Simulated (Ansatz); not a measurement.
# CH5BGeO: up Jacob's ladder to CCSD(T)

One table from this session's results is given with a row withheld; the runs are named, their logs left out.

The runs use Ansatz 0.2.0, Gaussian basis; functionals in def2-TZVPP, the program's frozen cores in correlated methods.

The runs, in order: LDA (SPW92), PBE-D4, revPBE-D4, BLYP-D4, r2SCAN-D4, B97M-V, PBE0-D4, B3LYP-D4, r2SCANh-D4, r2SCAN0-D4, HSE06-D4, BHLYP-D4, CAM-B3LYP-D4, LC-ωPBE, ωB97X-V, ωB97M-V, B2PLYP, PBE-QIDH; CCSD(T)/def2-SVP; CCSD(T)/def2-TZVPP; MP2/def2-QZVPP; extrapolation to the limit; RPA on PBE.

## The relaxed structure

An earlier PBE0-D4 in a triple-zeta def2 set relaxation fixed the geometry.

SMILES `C[B]1[O][GeH2]1`, 9 atoms, charge 0, spin multiplicity 1.

Atoms are counted from 1 here; the program's logs count them from 0.

Bond lengths: C1–B2 1.545 Å, C1–H5 1.093 Å, C1–H6 1.093 Å, C1–H7 1.093 Å, B2–O3 1.299 Å, B2–Ge4 2.033 Å, O3–Ge4 1.986 Å, Ge4–H8 1.541 Å, Ge4–H9 1.541 Å. Angles: B2–C1–H5 110.2°, B2–C1–H6 111.5°, B2–C1–H7 110.2°, H5–C1–H6 109.1°, H5–C1–H7 106.7°, H6–C1–H7 109.1°, C1–B2–O3 141.3°, C1–B2–Ge4 149.5°, O3–B2–Ge4 69.2°, B2–O3–Ge4 73.1°, B2–Ge4–O3 37.7°, B2–Ge4–H8 120.8°, B2–Ge4–H9 120.8°, O3–Ge4–H8 103.0°, O3–Ge4–H9 103.0°, H8–Ge4–H9 107.6°.

Set-up of the first run:

in.yaml reads:

```yaml
crystal:
  periodic: [false, false, false]
  atoms:
    - {symbol: C, position_ang: [-0.090933, 1.263902, -1.051430]}
    - {symbol: B, position_ang: [0.234592, 0.052924, -0.148327]}
    - {symbol: O, position_ang: [1.201005, -0.764838, 0.141977]}
    - {symbol: Ge, position_ang: [-0.353925, -1.289791, 1.259894]}
    - {symbol: H, position_ang: [-0.392484, 2.119214, -0.440982]}
    - {symbol: H, position_ang: [0.768045, 1.547753, -1.664312]}
    - {symbol: H, position_ang: [-0.935167, 1.030625, -1.705566]}
    - {symbol: H, position_ang: [-0.555048, -2.774878, 0.899440]}
    - {symbol: H, position_ang: [0.212516, -1.231013, 2.692205]}
basis:
  gaussian: {orbitals: def2-TZVPP}
hamiltonian: {xc: lda}
output: {orbitals: {seedname: orbitals}}
```

On the command line:

```
> ansatz run in.yaml --threads 2 --pin off --events-out ev --progress --plain --max-ram 4352MiB
```

Among the steps run: LDA; PBE-D4 (GGA); revPBE-D4 (GGA); BLYP-D4 (GGA); r2SCAN-D4 (meta-GGA); B97M-V (meta-GGA); PBE0-D4 (hybrid); B3LYP-D4 (hybrid); r2SCANh-D4 (hybrid); r2SCAN0-D4 (hybrid); HSE06-D4 (hybrid); BHLYP-D4 (hybrid); CAM-B3LYP-D4 (range-separated); LC-ωPBE (range-separated); ωB97X-V (range-separated); ωB97M-V (range-separated); B2PLYP (double hybrid); PBE-QIDH (double hybrid).

One table of the session follows, with a row left open; its other results are not shown here.

It belongs to the step «Orbital energies across the functionals». 

| functional | HOMO (eV) | gap (eV) |
| --- | --- | --- |
| LDA (SPW92) | -5.83 | 3.80 |
| PBE-D4 | -5.68 | 3.85 |
| revPBE-D4 | -5.62 | 3.88 |
| BLYP-D4 | -5.57 | 3.82 |
| r2SCAN-D4 | -5.89 | 4.24 |
| B97M-V | -5.91 | 4.23 |
| PBE0-D4 | -6.72 | 5.69 |
| B3LYP-D4 | -6.56 | 5.28 |
| r2SCANh-D4 | -6.28 | 4.92 |
| r2SCAN0-D4 | -6.86 | 5.93 |
| HSE06-D4 | -6.33 | 4.92 |
| BHLYP-D4 | -7.68 | 7.48 |
| CAM-B3LYP-D4 | -7.99 | 7.93 |
| LC-ωPBE | ? | ? |
| ωB97X-V | -8.91 | 9.87 |
| ωB97M-V | -8.79 | 9.59 |

Estimate the missing values for LC-ωPBE.

**Answer.** HOMO (eV): -9.21; gap (eV): 10.29. In the column «HOMO (eV)» it is the lowest.
